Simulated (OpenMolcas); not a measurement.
# Au⁵⁺ among point charges: CASSCF and CASPT2 levels and susceptibility

How does a field of 6 point charges split the states of Au⁵⁺, and what χT follows?

The numbers are computed with OpenMolcas 26.06 (state-averaged CASSCF and CASPT2, spin-orbit coupling by RASSI with atomic mean-field integrals), except any that are marked as measured or tabulated.

### 1 The system

| Property | Result |
| --- | --- |
| Species | Au⁵⁺ (gold, Z = 79, 74 electrons) |
| Basis | ANO-RCC-VDZP [7s6p4d2f], 59 functions |
| Scalar Hamiltonian | DKH2, point nucleus |
| Inactive shells | 1s 2s 2p 3s 3p 3d 4s 4p 4d 4f 5s 5p |
| Active space | 6 electrons in 5 orbitals (5d) |
| Some configurations of this space | 5d⁶ |
| Orbitals | optimised for each spin and parity, averaged over all roots |

Outer shells as boxes (Hund's rule):

5d6
```
5d [↑↓][↑ ][↑ ][↑ ][↑ ]
```

The ion sits among 6 point charges of -1.7 e arranged as a trigonal antiprism (D3d), 1.89 Å from the ion, with a polar angle of 52.6° against the regular 54.74°.

The work runs as a chain of OpenMolcas steps in one folder; each step below is one input file. Labels, J, g values, rates, χT and fits are worked out afterwards by a script from the matrices that RASSI stores. The input lists half of the charges; inversion (Group=XYZ) makes the rest.

### 2 GATEWAY and SEWARD: basis and integrals

The input, a.inp:

```
&GATEWAY
Coord
1

Au 0.0 0.0 0.0
Basis=ANO-RCC-VDZP
Group=XYZ
NoMove
AngMom=0.0 0.0 0.0
AMFI
XField
3 Angstrom 0
0.000000 1.500365 1.149350 -1.700000
1.299354 -0.750182 1.149350 -1.700000
1.299354 0.750182 -1.149350 -1.700000
&SEWARD
```

Started as:

```sh
$ OMP_NUM_THREADS=1 MOLCAS_MEM=1689 MOLCAS_PROJECT=a pymolcas a.inp > a.log
```

### 3 Reference wave functions, quintets of even parity, 5 roots

The input, a.inp:

```
&RASSCF
FileOrb=start.orb
Symmetry=1
Spin=5
nActEl=6 0 0
Inactive=15 19
Ras2=5 0
CIRoot=5 5 1
SDav=5
CIMx=300
Iter=120 100
PrWF=0.3
OrbListing=Nothing
MaxOrb=0
>>> COPY $Project.JobIph JOB001
```

start.orb holds the contracted functions of the basis, ordered by shell, or the orbitals of the step before.

### 4 Reference wave functions, triplets of even parity, 45 roots

The input, a.inp:

```
&RASSCF
FileOrb=start.orb
Symmetry=1
Spin=3
nActEl=6 0 0
Inactive=15 19
Ras2=5 0
CIRoot=45 45 1
SDav=45
CIMx=300
Iter=120 100
PrWF=0.3
OrbListing=Nothing
MaxOrb=0
>>> COPY $Project.JobIph JOB002
```

### 5 Reference wave functions, singlets of even parity, 50 roots

The input, a.inp:

```
&RASSCF
FileOrb=start.orb
Symmetry=1
Spin=1
nActEl=6 0 0
Inactive=15 19
Ras2=5 0
CIRoot=50 50 1
SDav=50
CIMx=300
Iter=120 100
PrWF=0.3
OrbListing=Nothing
MaxOrb=0
>>> COPY $Project.JobIph JOB003
```

### 6 RASSI: spin-orbit coupling between the states

The input, a.inp:

```
&RASSI
NrOfJobIphs=3 5 45 50
1 2 3 4 5
1 2 3 4 5 6 7 8 9 10 11 12 13 14 15 16 17 18 19 20 21 22 23 24 25 26 27
28 29 30 31 32 33 34 35 36 37 38 39 40 41 42 43 44 45
1 2 3 4 5 6 7 8 9 10 11 12 13 14 15 16 17 18 19 20 21 22 23 24 25 26 27
28 29 30 31 32 33 34 35 36 37 38 39 40 41 42 43 44 45 46 47 48 49 50
IphNames
JOB001
JOB002
JOB003
EJob
SpinOrbit
DIPRint=1.0
SOCoupling=1000.0
Subsets=2
Property=9
'ANGMOM' 1 'ANGMOM' 2 'ANGMOM' 3 'MLTPL  1' 1 'MLTPL  1' 2 'MLTPL  1' 3
'AMFI' 1 'AMFI' 2 'AMFI' 3
SOProperty=3
'ANGMOM' 1 'ANGMOM' 2 'ANGMOM' 3
```

### 7 CASPT2: IPEA 0.25, imaginary shift 0.1 (closed shells correlated: 5s 5p)

The input, a.inp:

```
>>> COPY JOB001 $Project.JobIph
&CASPT2
Multistate=5 1 2 3 4 5
NoMult
Frozen=14 16
IPEA=0.25
Imaginary=0.1
MaxIter=60
WThr=0.0 0.3 0.05
PrWF=0.5
NoMix
>>> COPY JOB002 $Project.JobIph
&CASPT2
Multistate=45 1 2 3 4 5 6 7 8 9 10 11 12 13 14 15 16 17 18 19 20 21 22
23 24 25 26 27 28 29 30 31 32 33 34 35 36 37 38 39 40 41 42 43 44 45
NoMult
Frozen=14 16
IPEA=0.25
Imaginary=0.1
MaxIter=60
WThr=0.0 0.3 0.05
PrWF=0.5
NoMix
>>> COPY JOB003 $Project.JobIph
&CASPT2
Multistate=50 1 2 3 4 5 6 7 8 9 10 11 12 13 14 15 16 17 18 19 20 21 22
23 24 25 26 27 28 29 30 31 32 33 34 35 36 37 38 39 40 41 42 43 44 45 46
47 48 49 50
NoMult
Frozen=14 16
IPEA=0.25
Imaginary=0.1
MaxIter=60
WThr=0.0 0.3 0.05
PrWF=0.5
NoMix
```

(Steps that only read results are left out.)

Before running it: what results should come out? Wanted: spin-free ground state; first state of the same spin within the active space; lowest level; next level.

The runs gave:

| quantity | value |
| --- | --- |
| method | SS-CASPT2, IPEA 0.25, imaginary shift 0.1 (closed shells correlated: 5s 5p) |
| spin-free ground state | 5E, 2-fold in its orbital part |
| first state of the same spin within the active space | 5A1 at 2180 cm⁻¹ |
| lowest level | 2-fold E, g = 0.00, 0.00, 10.95 |
| next level | 550.2 cm⁻¹ |
| χT at 300 K | 4.23 cm³ K/mol |
| effective moment at 300 K | 5.82 μB |

Cost by method:

| method | time of its own steps | time with the reference |
| --- | --- | --- |
| A. CASSCF | 17 s | 17 s |
| B. SS-CASPT2, IPEA 0.25, imaginary shift 0.1, +5s 5p | 4.4 s | 21 s |

Times are of one thread on a shared host.

In words: The spin-free ground state (5E) comes to 100 % from free-ion D terms and keeps the highest spin of the shell. χT at 300 K is 4.23, against 3.01 cm³ K/mol for the spin alone, so orbital moment adds to it. An active space of the d shell alone favours high spin; real ions in strong fields can be low spin. CASPT2 does not keep the components of a term degenerate, and the means are used. The field of point charges can differ much from that of real complexes. With metal d orbitals alone active, the gaps between spin states are rough; where two lie within a few thousand cm-1, their order is open. This is an electrostatic model: the charges have no orbitals.
